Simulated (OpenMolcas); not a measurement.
# [GePH4]− (SMILES [PH2][GeH2-]): a first try and a second

Wanted: energy and gradient of [GePH4]−, RI-MP2/ANO-S-VDZ (RICD fitting).

Program for the calculation: OpenMolcas 26.06.

9 further runs of the same task are left out: 3 that didn't finish, 6 set aside as unsound or not needed.

### Step 1. The molecule

The species is [GePH4]− (6 atoms), meant as a singlet with charge -1. SMILES: `[PH2][GeH2-]`. Geometry: a GFN2-xTB relaxation, a rough one for these elements and not checked as a minimum. This is one conformer, not always the lowest.

Bond lengths: P1–Ge2 2.360 Å, P1–H3 1.383 Å, P1–H4 1.383 Å, Ge2–H5 1.648 Å, Ge2–H6 1.647 Å. Angles: P1–Ge2–H5 90.4°, P1–Ge2–H6 90.4°, Ge2–P1–H3 94.4°, Ge2–P1–H4 94.5°, H5–Ge2–H6 88.0°, H3–P1–H4 90.4°.

### Step 2. The input as first written

File job.inp:

```
>>> EXPORT MOLCAS_PRINT=2

&GATEWAY
  BasisSet
  P.ANO-S-VDZ....
  P1 -0.720450 -0.896490 -0.032470 angstrom
  End of Basis
  BasisSet
  Ge.ANO-S-VDZ....
  Ge2 0.869730 0.846830 0.028390 angstrom
  End of Basis
  BasisSet
  H.ANO-S-VDZ....
  H3 -0.086520 -1.653140 0.936400 angstrom
  H4 -0.067380 -1.604580 -1.025200 angstrom
  H5 0.009790 1.687950 -1.097840 angstrom
  H6 -0.005170 1.619430 1.190720 angstrom
  End of Basis
  RICD

&SEWARD

&SCF
  Charge=-1
  Spin=2
  PrOrbitals=1 1

&MBPT2
  Frozen=14
  Grdt

&ALASKA
```

Command:

```console
$ export MOLCAS_MEM=1860
$ pymolcas job.inp > job.log
```

What it wrote:

```text
--- Start Module: gateway ---

                                              &GATEWAY

                       available to each process: 1.9 GB of memory, 1 thread

++    Symmetry information:
      ---------------------

                    Character Table for C1

                             E
                    a        1  x, y, xy, Rz, z, xz, Ry, yz, Rx, I
--

++    Basis set information:
      ----------------------

      Basis set label: P.ANO-S...4S3P.

      Electronic valence basis set:
      ------------------
      Associated Effective Charge  15.000000 au
      Associated Actual Charge     15.000000 au
      Nuclear Model: Point charge

      Shell  nPrim  nBasis  Cartesian Spherical Contaminant
         s      13       4        X
         p      10       3        X

      Basis set label: GE.ANO-S...5S4P1D.

      Electronic valence basis set:
      ------------------
      Associated Effective Charge  32.000000 au
      Associated Actual Charge     32.000000 au
      Nuclear Model: Point charge

      Shell  nPrim  nBasis  Cartesian Spherical Contaminant
         s      17       5        X
         p      15       4        X
         d       9       1                 X

      Basis set label: H.ANO-S...2S.

[... 62 lines left out ...]
                                              &SEWARD

                       available to each process: 1.9 GB of memory, 1 thread

               SEWARD will generate:
                  Multipole Moment integrals up to order  2
                  Kinetic Energy integrals
                  Nuclear Attraction integrals (point charge)
                  One-Electron Hamiltonian integrals
                  Velocity integrals
                  Orbital angular momentum around (  0.7256   0.6051   0.0190 )
                  Velocity quadrupole around (  0.7256   0.6051   0.0190 )
                  RI decomposed two-electron repulsion integrals stored Cholesky style
                   - acCD auxiliary basis
                   - CD Threshold:   1.00E-04

                   Integrals are discarded if absolute value <: 1.00E-14
                   Integral cutoff threshold is set to       <: 1.00E-16

            Nuclear Potential Energy            158.21250008 au

      Basis set specifications :
      Symmetry species         a
      Basis functions           43

--- Stop Module: seward /rc=_RC_ALL_IS_WELL_ ---

--- Start Module: scf ---

                                                &SCF

                       available to each process: 1.9 GB of memory, 1 thread

 ###############################################################################
 ###############################################################################
 ###    ERROR: Input error!                                                  ###
 ###    zSpin inconsistent with number of electrons                          ###
 ###############################################################################

--- Stop Module: scf /rc=-6 ---

.########################.
.# Non-zero return code #.
.########################.

    Timing: Wall=1.79 User=1.43 System=0.30
```

Run time: 2 s. Hardware: 1 thread of Arm Neoverse V2, shared host.

### Step 3. Diagnosis

The job stopped with an error part of the way.

The log says `ERROR: Input error`. The fault: the electron count doesn't fit the spin or reference typed: an even count needs an odd multiplicity, an odd count an even one.

### Step 4. Second attempt

File job.input:

```
&GATEWAY
  BasisSet
  P.ANO-S-VDZ....
  P1 -0.720450 -0.896490 -0.032470 angstrom
  End of Basis
  BasisSet
  Ge.ANO-S-VDZ....
  Ge2 0.869730 0.846830 0.028390 angstrom
  End of Basis
  BasisSet
  H.ANO-S-VDZ....
  H3 -0.086520 -1.653140 0.936400 angstrom
  H4 -0.067380 -1.604580 -1.025200 angstrom
  H5 0.009790 1.687950 -1.097840 angstrom
  H6 -0.005170 1.619430 1.190720 angstrom
  End of Basis
  RICD

&SEWARD

&SCF
  Charge
  -1
  PrOrbitals
  1 1

&MBPT2
  Frozen
  14
  Grdt

&ALASKA
```

Command:

```console
$ export MOLCAS_MEM=1860
$ pymolcas job.input > job.log
```

What it wrote:

```text
--- Start Module: gateway ---
[...]
--- Stop Module: gateway /rc=_RC_ALL_IS_WELL_ ---
[...]
      Basis functions           43
[...]
       Convergence after  13 Iterations
[...]
::    Total SCF energy                              -2418.3811094967
[...]
      Total spin, S                                     0.0000000000
[...]
      Total electronic charge=   52.000000
      Total            charge=   -1.000000
[...]
--- Start Module: mbpt2 ---
[...]
WARNING!
Default frozen orbitals as non valence orbitals is overwritten by user input.
Default values:  19
[...]
       Reference weight ( Cref**2 )         =        0.93918
::    Total MBPT2 energy                            -2418.4852094071
[...]
      Dipole Moment (debye):
      Origin of the operator (angstrom)=    0.3840    0.3202    0.0101
                   X=  1.3005E+00               Y= -9.7650E-01               Z= -1.4403E-02           Total=  1.6264E+00
      Center of Charge (angstrom)
[...]
--- Stop Module: mbpt2 /rc=_RC_ALL_IS_WELL_ ---
--- Start Module: alaska ---
[...]
 *              Molecular gradients               *
 **************************************************
  Irreducible representation: a
 ------------------------------------------------------------------------------------------
                              X                       Y                       Z
 ------------------------------------------------------------------------------------------
  P1                4.91396248521276E-02   -7.73148582479166E-03    3.71737439197495E-04
  GE2              -1.28518953728260E-02   -3.57951034196375E-02   -9.95387141993320E-04
  H3               -1.27622121945909E-02    2.36828284367734E-02   -3.29439823775748E-02
  H4               -1.33952179107113E-02    2.19870402153117E-02    3.37876275046010E-02
  H5               -5.12770872094048E-03   -1.15330205188169E-03    3.56165012800957E-03
  H6               -5.00259065299602E-03   -9.89977355773775E-04   -3.78164555224014E-03
 ------------------------------------------------------------------------------------------
--- Stop Module: alaska /rc=_RC_ALL_IS_WELL_ ---
[...]
```

Run time: 4.2 s. Hardware: 1 thread of Arm Neoverse V2, shared host.

### Step 5. What came out

Level: RI-MP2/ANO-S-VDZ (RICD fitting).

| quantity | value |
| --- | --- |
| total energy | -2418.48521 Eh |
| HOMO energy (Hartree–Fock orbitals) | -2.50 eV |
| LUMO energy (Hartree–Fock orbitals) | 6.41 eV |
| HOMO–LUMO gap (to an unbound level, set by the basis) | 8.91 eV |
| correlation energy (14 core orbitals frozen) | -104.1 mEh |
| largest force on an atom | 2.558 eV/Å |

What this shows: The largest force is 2.56 eV/Å: the shape isn't a stationary point for this species at this level.
